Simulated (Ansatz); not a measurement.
# H4NOSbSi: the cost of one run

All numbers below are computed with Ansatz 0.2.0 (RKS r2SCAN/def2-SVP).

### 1 The system as given

Bond lengths: N1–Si2 1.722 Å, Si2–O3 1.703 Å, Si2–Sb4 2.463 Å, O3–Sb4 2.009 Å, N1–H5 1.058 Å, N1–H6 1.082 Å, Si2–H7 1.499 Å, Sb4–H8 1.796 Å. Angles: N1–Si2–O3 108.7°, N1–Si2–Sb4 116.3°, N1–Si2–H7 118.4°, O3–Si2–Sb4 54.0°, O3–Si2–H7 110.8°, Sb4–Si2–H7 125.1°, Si2–N1–H5 110.4°, Si2–N1–H6 109.9°, H5–N1–H6 103.2°, Si2–O3–Sb4 82.7°, Si2–Sb4–O3 43.3°, Si2–Sb4–H8 90.4°, O3–Sb4–H8 88.7°.

Coordinates:

```xyz
8

N    -0.5842    1.2312   -0.1975
Si    0.8124    0.2280   -0.1083
O     0.7779   -0.6280    1.3634
Sb    0.4043   -2.1866    0.1527
H    -1.4638    0.6474   -0.1272
H    -0.6584    1.6738   -1.1823
H     2.1558    0.8566   -0.3258
H    -1.3517   -1.8795    0.3691
```

### 2 End point A

File input.yaml:

```yaml
crystal:
  periodic: [false, false, false]
  atoms:
    - { symbol: "N", position_ang: [-0.5842, 1.2312, -0.1975] }
    - { symbol: Si, position_ang: [0.8124, 0.228, -0.1083] }
    - { symbol: O, position_ang: [0.7779, -0.628, 1.3634] }
    - { symbol: Sb, position_ang: [0.4043, -2.1866, 0.1527] }
    - { symbol: H, position_ang: [-1.4638, 0.6474, -0.1272] }
    - { symbol: H, position_ang: [-0.6584, 1.6738, -1.1823] }
    - { symbol: H, position_ang: [2.1558, 0.8566, -0.3258] }
    - { symbol: H, position_ang: [-1.3517, -1.8795, 0.3691] }
basis:
  gaussian: { orbitals: def2-SVP }
hamiltonian:
  xc: r2scan
relax:
  f_tol: 0.015
  max_steps: 40
```

The run is started by

```sh
$ ansatz run input.yaml --threads 2 --pin off --max-ram 3072MiB --backend cpu --events-out ev --progress --plain --runs-dir out
```

**Question.** How long does this run take on 2 threads of Arm Neoverse V2, shared host, and how much memory does it need?

About 31 s, with a peak of 0.17 GiB.
